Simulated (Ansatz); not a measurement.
Predict the output of the script below (Ansatz 0.2.0 through its Python package).

The script, `vcrelax_csna3.py`:
```python
# -*- coding: utf-8 -*-
'''Relax cell and ions of CsNa3.'''

from dataclasses import dataclass

import ansatz as az
from ase import Atoms
from ase.io import write
from ase.neighborlist import neighbor_list
import numpy as np


@dataclass
class RunConfig:
    xc: str = 'r2scan'
    vdw: str = 'D3(BJ)'
    cutoff: int = 500
    mesh: tuple[int, ...] = (4, 4, 4)
    smearing: str = 'Marzari-Vanderbilt'
    smearing_width: float = 0.02
    scf_tol: float = 1e-07
    extra_bands: int = 2


settings = RunConfig()

def edges_and_angles(cell):
    cell = np.asarray(cell)
    a, b, c = np.linalg.norm(cell, axis=1)
    cosines = cell[1] @ cell[2] / (b * c), cell[0] @ cell[2] / (a * c), cell[0] @ cell[1] / (a * b)
    return (a, b, c, *np.degrees(np.arccos(cosines)))


def main():
    system = (
        az.Lattice.fcc(9.462244)
        .space_group(225)
        .atom('Cs', [0.0, 0.0, 0.0])
        .atom('Na', [0.25, 0.75, 0.75])
        .atom('Na', [0.5, 0.0, 0.0])
        .primitive()
    )

    # part of the cell is held
    job = system.calculation()
    job = job.functional(settings.xc, dispersion=settings.vdw).basis(settings.cutoff)
    job = job.kpoints(*settings.mesh, center='gamma').occupations(settings.smearing, width=settings.smearing_width)
    job = job.scf(tolerance=settings.scf_tol, extra_bands=settings.extra_bands, algorithm='density_mixing')
    job = job.relax(max_steps=60, density_extrapolation='second_order', fix_cell=['a', 'angles'])
    job = job.density_of_states(energy_step=0.05, projected=True)
    steps = []


    def follow(event):
        if event['event'] != 'relax_step':
            return
        row = event['data']
        steps.append(row)
        print(f'step {row["step"]:3d}  E = {row["lagrangian_ev"]:.5f} eV  largest force component = {row["allowed_force_max_ev_ang"]:.4f} eV/A  P = {row["pressure_gpa"]:.3f} GPa')


    outcome = job.session().plan(threads=1).execute(on_event=follow)
    data = outcome.report

    first, last = steps[0], steps[-1]
    symbols = [site.symbol for site in outcome.lattice.sites]
    print(f'energy gained {first["lagrangian_ev"] - last["lagrangian_ev"]:.4f} eV in {len(steps) - 1} steps')
    for label, vectors in (('before', first['cell_ang']), ('after', outcome.lattice.cell_ang)):
        print(label, 'a b c (A) {:.4f} {:.4f} {:.4f}  angles {:.2f} {:.2f} {:.2f}'.format(*edges_and_angles(vectors)), f' V = {abs(np.linalg.det(vectors)):.3f} A^3')
    print('final stress xx yy zz (GPa, compression positive):', np.round(np.diag(data['stress_gpa']), 3) + 0.0)

    print('atom   start x y z (A)              end x y z (A)')
    for symbol, a, b in zip(symbols, first['positions_ang'], last['positions_ang']):
        print(f'{symbol:3s}', ' '.join(f'{v:8.4f}' for v in a), '  ', ' '.join(f'{v:8.4f}' for v in b))

    final = Atoms(symbols, positions=last['positions_ang'], cell=outcome.lattice.cell_ang, pbc=True)
    i, j, d = neighbor_list('ijd', final, 4.5)
    print('neighbours within 1.15 times the shortest distance of each atom (A)')
    for atom in range(len(final)):
        near = [m for m in np.argsort(d) if i[m] == atom]
        shell = [m for m in near if d[m] < 1.15 * d[near[0]]]
        print(f'{symbols[atom]}{atom} ({len(shell)}):', ', '.join(f'{symbols[j[m]]} {d[m]:.3f}' for m in shell))

    relaxed = Atoms(symbols, positions=[site.position_ang for site in outcome.lattice.sites], cell=outcome.lattice.cell_ang, pbc=True)
    write('relaxed.extxyz', relaxed, format='extxyz')

    n_atoms = len(data['lattice']['sites'])
    print('F =', round(data['free_energy_ev'], 4), 'eV for', n_atoms, 'atoms')
    print('E(sigma -> 0) =', round(data['energy_sigma0_ev'], 4), 'eV, TS =', round(data['entropy_ts_ev'], 5), 'eV')
    print('closed by', data['closed_by'], 'after', data['n_iterations'], 'iterations')

    dos = outcome.density_of_states()
    energy = np.asarray(dos.energies_ev) - dos.fermi_ev
    projected = outcome.projected_density_of_states()
    # electrons in each projected shell, from the curves below the Fermi level
    step = energy[1] - energy[0]
    for index, site in enumerate(projected.sites):
        for shell in site.shells:
            curve = sum(np.sum(part.g_bin_mean_per_ev, axis=0) for part in shell.curves)
            print(f'site {index} {site.species:2s} {shell.label:3s} filled {curve[energy <= 0].sum() * step:7.3f}  at E_F {np.interp(0, energy, curve):7.3f} /eV')


if __name__ == '__main__':
    main()
```

Output of `python vcrelax_csna3.py`:
```text
DeckWarning: crystal.symmetry: narrowed to the stabiliser of the fixed cell quantities (relax.cell.fix) — unitary ops 48 → 16. The narrowing is safe, since a smaller group never makes results wrong: the run goes on under it, on as many k-points as the starting group would need, or more. Excluded: 32 operations that would move a fixed cell quantity at a test strain (relax.cell.fix fixes a, alpha, beta, gamma). The cell can leave their symmetry as it relaxes.
DeckWarning: the engine holds no damping parameters fitted to this dispersion correction and functional, so the run takes those fitted to r2scan beside the three-body term, which d3bj leaves out (hamiltonian.dispersion, under Limitations)
DeckWarning: relax.cell: scf.convergence.dr2_threshold = 1e-7 eV (the SCF's general default) is looser than the 4e-10 eV advised for a relaxation that steers and ends on the stress (1e-10 eV for each atom of the cell: 4). What an SCF threshold leaves in a stress goes as its square root, and in the free energy as the threshold itself, and one threshold admits the most on a small cell: of the crystals measured, under no hybrid functional and no lock of the moments, on runs that ended without the [...]
step   1  E = -10151.65939 eV  largest force component = 0.0000 eV/A  P = 0.041 GPa
step   2  E = -10151.65939 eV  largest force component = 0.0000 eV/A  P = 0.041 GPa
energy gained 0.0000 eV in 1 steps
before a b c (A) 6.6908 6.6908 6.6908  angles 60.00 60.00 60.00  V = 211.798 A^3
after a b c (A) 6.6908 6.6908 6.6908  angles 60.00 60.00 60.00  V = 211.798 A^3
final stress xx yy zz (GPa, compression positive): [0.041 0.041 0.041]
atom   start x y z (A)              end x y z (A)
Cs    0.0000   0.0000   0.0000      0.0000   0.0000   0.0000
Na    2.3656   2.3656   2.3656      2.3656   2.3656   2.3656
Na    7.0967   7.0967   7.0967      7.0967   7.0967   7.0967
Na    4.7311   4.7311   4.7311      4.7311   4.7311   4.7311
neighbours within 1.15 times the shortest distance of each atom (A)
Cs0 (8): Na 4.097, Na 4.097, Na 4.097, Na 4.097, Na 4.097, Na 4.097, Na 4.097, Na 4.097
Na1 (8): Na 4.097, Cs 4.097, Na 4.097, Cs 4.097, Cs 4.097, Cs 4.097, Na 4.097, Na 4.097
Na2 (8): Na 4.097, Cs 4.097, Na 4.097, Cs 4.097, Na 4.097, Cs 4.097, Na 4.097, Cs 4.097
Na3 (8): Na 4.097, Na 4.097, Na 4.097, Na 4.097, Na 4.097, Na 4.097, Na 4.097, Na 4.097
F = -10151.6594 eV for 4 atoms
E(sigma -> 0) = -10151.6592 eV, TS = 0.00066 eV
closed by deck_thresholds after 2 iterations
site 0 Cs 5S  filled   1.975  at E_F   0.001 /eV
site 0 Cs 6S  filled   0.643  at E_F   0.299 /eV
site 0 Cs 5P  filled   5.984  at E_F   0.024 /eV
site 1 Na 2S  filled   1.995  at E_F   0.001 /eV
site 1 Na 3S  filled   1.062  at E_F   1.005 /eV
site 1 Na 2P  filled   5.999  at E_F   0.000 /eV
site 2 Na 2S  filled   1.995  at E_F   0.001 /eV
site 2 Na 3S  filled   1.062  at E_F   1.005 /eV
site 2 Na 2P  filled   5.999  at E_F   0.000 /eV
site 3 Na 2S  filled   1.997  at E_F   0.001 /eV
site 3 Na 3S  filled   1.050  at E_F   0.725 /eV
site 3 Na 2P  filled   5.999  at E_F   0.001 /eV
```
(Warnings from the package without file and line, shortened.)

`relaxed.extxyz`, as written:
```text
4
Lattice="5.793953413675624e-16 4.731122 4.731122 4.731122 2.896976706837812e-16 4.731122 4.731122 4.731122 0.0" Properties=species:S:1:pos:R:3 pbc="T T T"
Cs       0.00000000       0.00000000       0.00000000
Na       2.36556100       2.36556100       2.36556100
Na       7.09668300       7.09668300       7.09668300
Na       4.73112200       4.73112200       4.73112200
```

What to keep in mind:
- The settings weren't tested for convergence.
- Forces vanish by symmetry, so the ions can't move, and the end may be a saddle.
- The dispersion term runs with damping parameters of another functional.
- Part of the cell is held or a pressure is applied, so the end point needn't be the zero-pressure lattice.
- Dispersion corrections can be off by several per cent in the lattices of metals, and by several GPa in the pressure at a fixed cell.
- For a metal this k-point mesh is coarse: on a finer one energies can move by several to tens of meV an atom and pressures by half a GPa or more, differences at one mesh by less.
- Projections exist only for the shells that the potentials hold, some of them semicore, and samples at single energies can miss narrow peaks.
- Energies along a relaxation are free energies. Rows at an unchanged volume are solved on a plane-wave basis chosen afresh for that cell, so the energy jumps there and such rows are no steps of the walk.
- The empty d shell of the heavier alkali and alkaline-earth atoms, which makes much of a conduction band, may have no channel.
- Edges and angles are those of the cell as typed, here a primitive one, not of the conventional cell.
- This cell is a computed structure, which may not be the phase found in nature.
- The computed bands are complete only to about 0.1 eV above the Fermi level; beyond that the density of states is undercounted.
- Run time: 9.6 s on 1 thread of Intel(R) Xeon(R) 6975P-C (Granite Rapids), with other jobs on the host, peak memory 1.1 GiB.
